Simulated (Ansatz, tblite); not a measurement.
**(BeO)6 prism (Be₆O₆): charged states by level of theory**

One table from this session's results is given with a row withheld; the runs are named, their logs left out.

Computed with Ansatz 0.2.0, Gaussian basis. Level: as each input shows.

Levels to be run: charge +1 doublet, at the geometry of the singlet (PBE0-D4/def2-TZVP, PBE-D4/def2-TZVP, r2SCAN0-D4/def2-TZVP, CCSD(T)/def2-SVP); the starting singlet's energies come from earlier runs.

2 further runs of the same task are left out: 2 set aside as unsound or not needed. Runs told in other sessions of the task aren't counted.

## The geometry

The singlet was relaxed beforehand with PBE-D4/def2-SVP.

12 atoms, charge 0, spin multiplicity 1.

Atoms are counted from 1 here; the program's logs count them from 0.

Bond lengths: Be1–O2 1.575 Å, Be1–O6 1.575 Å, Be1–O8 1.700 Å, O2–Be3 1.575 Å, O2–Be9 1.699 Å, Be3–O4 1.575 Å, Be3–O10 1.700 Å, O4–Be5 1.575 Å, O4–Be11 1.700 Å, Be5–O6 1.575 Å, Be5–O12 1.699 Å, O6–Be7 1.700 Å, Be7–O8 1.575 Å, Be7–O12 1.575 Å, O8–Be9 1.575 Å, Be9–O10 1.575 Å, O10–Be11 1.575 Å, Be11–O12 1.575 Å. Angles: O2–Be1–O6 130.0°, O2–Be1–O8 98.8°, O6–Be1–O8 98.8°, Be1–O2–Be3 107.5°, Be1–O2–Be9 80.1°, Be3–O2–Be9 80.1°, O2–Be3–O4 130.1°, O2–Be3–O10 98.8°, O4–Be3–O10 98.8°, Be3–O4–Be5 107.4°, Be3–O4–Be11 80.1°, Be5–O4–Be11 80.1°, O4–Be5–O6 130.1°, O4–Be5–O12 98.8°, O6–Be5–O12 98.8°, Be1–O6–Be5 107.4°, Be1–O6–Be7 80.1°, Be5–O6–Be7 80.1° and more.

As a file:

```mol
Be6O6
  3D, bonds by distance, orders not assigned

 12 18  0  0  0  0  0  0  0  0999 V2000
   -1.0969   -1.1890   -0.3284 Be  0  0
   -0.5357   -1.4265    1.1242 O   0  0
    0.8650   -0.7113    1.2125 Be  0  0
    1.8686   -0.3030    0.0693 O   0  0
    1.0405   -0.1898   -1.2659 Be  0  0
   -0.3379   -0.8402   -1.6637 O   0  0
   -0.8651    0.7113   -1.2125 Be  0  0
   -1.8687    0.3029   -0.0694 O   0  0
   -1.0406    0.1899    1.2658 Be  0  0
    0.3379    0.8402    1.6637 O   0  0
    1.0970    1.1890    0.3285 Be  0  0
    0.5356    1.4265   -1.1241 O   0  0
  1  2  8  0
  1  6  8  0
  1  8  8  0
  2  3  8  0
  2  9  8  0
  3  4  8  0
  3 10  8  0
  4  5  8  0
  4 11  8  0
  5  6  8  0
  5 12  8  0
  6  7  8  0
  7  8  8  0
  7 12  8  0
  8  9  8  0
  9 10  8  0
 10 11  8  0
 11 12  8  0
M  END
```

The first run:

Contents of in.yaml:

```yaml
crystal:
  periodic: [false, false, false]
  atoms:
    - {symbol: Be, position_ang: [-1.096903, -1.189007, -0.328427]}
    - {symbol: O, position_ang: [-0.535665, -1.426517, 1.124156]}
    - {symbol: Be, position_ang: [0.865016, -0.711286, 1.212494]}
    - {symbol: O, position_ang: [1.868643, -0.302955, 0.069320]}
    - {symbol: Be, position_ang: [1.040536, -0.189799, -1.265907]}
    - {symbol: O, position_ang: [-0.337860, -0.840163, -1.663699]}
    - {symbol: Be, position_ang: [-0.865078, 0.711271, -1.212462]}
    - {symbol: O, position_ang: [-1.868691, 0.302872, -0.069360]}
    - {symbol: Be, position_ang: [-1.040565, 0.189889, 1.265840]}
    - {symbol: O, position_ang: [0.337893, 0.840187, 1.663661]}
    - {symbol: Be, position_ang: [1.097023, 1.188962, 0.328456]}
    - {symbol: O, position_ang: [0.535641, 1.426544, -1.124082]}
basis:
  gaussian: {orbitals: def2-TZVP}
total_charge: 1
magnetization: {spin_polarized: true, initial_magnetization: 1}
hamiltonian: {xc: pbe0, dispersion: d4}
scf: {omitted_lower_state_checks: [starts]}
output: {orbitals: {seedname: orbitals}}
```

Command:

```
$ ansatz run in.yaml --threads 4 --pin off --events-out ev --progress --plain --max-ram 4787MiB
```

Steps of the session up to this table: Charge +1 doublet at the fixed geometry, PBE0-D4/def2-TZVP; Charge +1 doublet at the fixed geometry, PBE-D4/def2-TZVP; Charge +1 doublet at the fixed geometry, r2SCAN0-D4/def2-TZVP; Charge +1 doublet at the fixed geometry, CCSD(T)/def2-SVP.

One table of the session follows, with a row left open; its other results are not shown here.

It belongs to the step «Vertical ionisation energy». 

| method | vertical ionisation energy (eV) |
| --- | --- |
| HF/def2-SVP | 10.63 |
| PBE-D4/def2-TZVP | 9.67 |
| PBE0-D4/def2-TZVP | 10.34 |
| r2SCAN0-D4/def2-TZVP | 10.48 |
| MP2/def2-SVP | ? |
| CCSD/def2-SVP | 11.21 |
| CCSD(T)/def2-SVP | 11.08 |

Estimate the missing values for MP2/def2-SVP.

**Answer.** vertical ionisation energy (eV): 11.72. In the column «vertical ionisation energy (eV)» it is the highest.
